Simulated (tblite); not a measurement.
# BeF3: the cost of one run

Computed with tblite 0.8.0 and PySCF 2.14.0; each step states its level. No surroundings beyond the atoms listed, unless a continuum is named. Atoms count from 0, parts from 1.

### Step 1. The system as given

4 atoms, charge -1, multiplicity 1; geometry: rigid parts in contact. Parts: 1 = atoms 0–2, `[F][Be][F]`, charge 0; 2 = atom 3, `[F-]`, charge -1.

### Step 2. Bringing the parts together with GFN2-xTB

What the job is given:

```
{"job": {"kind": "dock", "xc": "GFN2-xTB", "basis": "xTB"}, "charge": -1, "multiplicity": 1, "parts": [{"atoms": "0-2", "charge": 0, "multiplicity": 1}, {"atoms": "3-3", "charge": -1, "multiplicity": 1}]}
F      0.337499     0.841525    -1.026425
Be     0.000015     0.000022     0.000000
F     -0.337514    -0.841546     1.026425
F      2.183227    -0.396376    -0.031661
```

Level: GFN2-xTB search for minima from random contacts, gas phase.

Command:

```console
> OMP_NUM_THREADS=1 python cluster_run.py task.json out
```

This one command runs all jobs of the session in turn.

Q: Estimate the wall time of this first job on 1 thread of Arm Neoverse N1, shared host.

About 1.4 s.
